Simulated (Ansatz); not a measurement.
# Al24AsN23: the cost of one run

Method: DFT, PBE, plane-wave PAW, default files, scalar-relativistic, in Ansatz 0.2.0.

The COD entry's cell or inner coordinates are ideal or old and differ from later refinements, so a difference from it is no clean test against experiment.

## (1) The starting structure

Symmetry: P1, No. 1, triclinic system. Conventional cell: a = 6.226 Å, b = 8.236 Å, c = 9.962 Å, α = 90.00°, β = 90.00°, γ = 100.89°. Al (site symmetry 1) has 1 As at 1.89 Å and 3 N at 1.89 Å as nearest neighbours. Al (site symmetry 1) is surrounded by 4 N at 1.89 Å. Only part of the 48 independent sites is listed.

Structure file:

```
Al As N
1.0
     9.33900    0.00000    0.00000
    -3.11300    5.39187    0.00000
     0.00000    0.00000    9.96200
Al As N
24 1 23
Direct
  0.11111 0.33333 0.00000
  0.11111 0.33333 0.50000
  0.11111 0.83333 0.00000
  0.11111 0.83333 0.50000
  0.44444 0.33333 0.00000
  0.44444 0.33333 0.50000
  0.44444 0.83333 0.00000
  0.44444 0.83333 0.50000
  0.77778 0.33333 0.00000
  0.77778 0.33333 0.50000
  0.77778 0.83333 0.00000
  0.77778 0.83333 0.50000
  0.22222 0.16667 0.25000
  0.22222 0.16667 0.75000
  0.22222 0.66667 0.25000
  0.22222 0.66667 0.75000
  0.55556 0.16667 0.25000
  0.55556 0.16667 0.75000
  0.55556 0.66667 0.25000
  0.55556 0.66667 0.75000
  0.88889 0.16667 0.25000
  0.88889 0.16667 0.75000
  0.88889 0.66667 0.25000
  0.88889 0.66667 0.75000
  0.11111 0.33333 0.19000
  0.11111 0.33333 0.69000
  0.11111 0.83333 0.19000
  0.11111 0.83333 0.69000
  0.44444 0.33333 0.19000
  0.44444 0.33333 0.69000
  0.44444 0.83333 0.19000
  0.44444 0.83333 0.69000
  0.77778 0.33333 0.19000
  0.77778 0.33333 0.69000
  0.77778 0.83333 0.19000
  0.77778 0.83333 0.69000
  0.22222 0.16667 0.44000
  0.22222 0.16667 0.94000
  0.22222 0.66667 0.44000
  0.22222 0.66667 0.94000
  0.55556 0.16667 0.44000
  0.55556 0.16667 0.94000
  0.55556 0.66667 0.44000
  0.55556 0.66667 0.94000
  0.88889 0.16667 0.44000
  0.88889 0.16667 0.94000
  0.88889 0.66667 0.44000
  0.88889 0.66667 0.94000
```

Atom 25 of the input is the impurity.

## (2) Gradients at the starting positions

The input, input.yaml:

```yaml
crystal:
  lattice:
    - [9.339, 0.0, 0.0]
    - [-3.113, 5.391874164, 0.0]
    - [0.0, 0.0, 9.962]
  atoms:
    - { symbol: Al, position: [0.1111111111, 0.3333333334, 0.0] }
    - { symbol: Al, position: [0.1111111111, 0.3333333334, 0.5] }
    - { symbol: Al, position: [0.1111111111, 0.8333333334, 0.0] }
    - { symbol: Al, position: [0.1111111111, 0.8333333334, 0.5] }
    - { symbol: Al, position: [0.4444444444, 0.3333333334, 0.0] }
    - { symbol: Al, position: [0.4444444444, 0.3333333334, 0.5] }
    - { symbol: Al, position: [0.4444444444, 0.8333333334, 0.0] }
    - { symbol: Al, position: [0.4444444444, 0.8333333334, 0.5] }
    - { symbol: Al, position: [0.7777777778, 0.3333333334, 0.0] }
    - { symbol: Al, position: [0.7777777778, 0.3333333334, 0.5] }
    - { symbol: Al, position: [0.7777777778, 0.8333333334, 0.0] }
    - { symbol: Al, position: [0.7777777778, 0.8333333334, 0.5] }
    - { symbol: Al, position: [0.2222222222, 0.1666666666, 0.25] }
    - { symbol: Al, position: [0.2222222222, 0.1666666666, 0.75] }
    - { symbol: Al, position: [0.2222222222, 0.6666666666, 0.25] }
    - { symbol: Al, position: [0.2222222222, 0.6666666666, 0.75] }
    - { symbol: Al, position: [0.5555555556, 0.1666666666, 0.25] }
    - { symbol: Al, position: [0.5555555556, 0.1666666666, 0.75] }
    - { symbol: Al, position: [0.5555555556, 0.6666666666, 0.25] }
    - { symbol: Al, position: [0.5555555556, 0.6666666666, 0.75] }
    - { symbol: Al, position: [0.8888888889, 0.1666666666, 0.25] }
    - { symbol: Al, position: [0.8888888889, 0.1666666666, 0.75] }
    - { symbol: Al, position: [0.8888888889, 0.6666666666, 0.25] }
    - { symbol: Al, position: [0.8888888889, 0.6666666666, 0.75] }
    - { symbol: As, position: [0.1111111111, 0.3333333334, 0.19] }
    - { symbol: "N", position: [0.1111111111, 0.3333333334, 0.69] }
    - { symbol: "N", position: [0.1111111111, 0.8333333334, 0.19] }
    - { symbol: "N", position: [0.1111111111, 0.8333333334, 0.69] }
    - { symbol: "N", position: [0.4444444444, 0.3333333334, 0.19] }
    - { symbol: "N", position: [0.4444444444, 0.3333333334, 0.69] }
    - { symbol: "N", position: [0.4444444444, 0.8333333334, 0.19] }
    - { symbol: "N", position: [0.4444444444, 0.8333333334, 0.69] }
    - { symbol: "N", position: [0.7777777778, 0.3333333334, 0.19] }
    - { symbol: "N", position: [0.7777777778, 0.3333333334, 0.69] }
    - { symbol: "N", position: [0.7777777778, 0.8333333334, 0.19] }
    - { symbol: "N", position: [0.7777777778, 0.8333333334, 0.69] }
    - { symbol: "N", position: [0.2222222222, 0.1666666666, 0.44] }
    - { symbol: "N", position: [0.2222222222, 0.1666666666, 0.94] }
    - { symbol: "N", position: [0.2222222222, 0.6666666666, 0.44] }
    - { symbol: "N", position: [0.2222222222, 0.6666666666, 0.94] }
    - { symbol: "N", position: [0.5555555556, 0.1666666666, 0.44] }
    - { symbol: "N", position: [0.5555555556, 0.1666666666, 0.94] }
    - { symbol: "N", position: [0.5555555556, 0.6666666666, 0.44] }
    - { symbol: "N", position: [0.5555555556, 0.6666666666, 0.94] }
    - { symbol: "N", position: [0.8888888889, 0.1666666666, 0.44] }
    - { symbol: "N", position: [0.8888888889, 0.1666666666, 0.94] }
    - { symbol: "N", position: [0.8888888889, 0.6666666666, 0.44] }
    - { symbol: "N", position: [0.8888888889, 0.6666666666, 0.94] }
kpoints:
  mp_grid: { grid: [3, 4, 2] }
scf:
  occupations: { method: fermi_dirac, width: 0.01 }
hamiltonian:
  xc: pbe
  pseudopotentials: { kind: paw }
output:
  forces: true
  stress: true
  populations: true
  efg:
    quadrupole_moments_barn: { Al: 0.1466, As: 0.311, "N": 0.02044 }
    contact_densities: true
```

Started as:

```console
ansatz run input.yaml --threads 1 --pin off --max-ram 3072MiB --backend cpu --events-out ev --progress --plain --runs-dir out
```

What time and memory should one allow on 1 thread of Intel Xeon Platinum 8488C (Sapphire Rapids), shared host?

About 1.7 min, with a peak of 1.4 GiB.
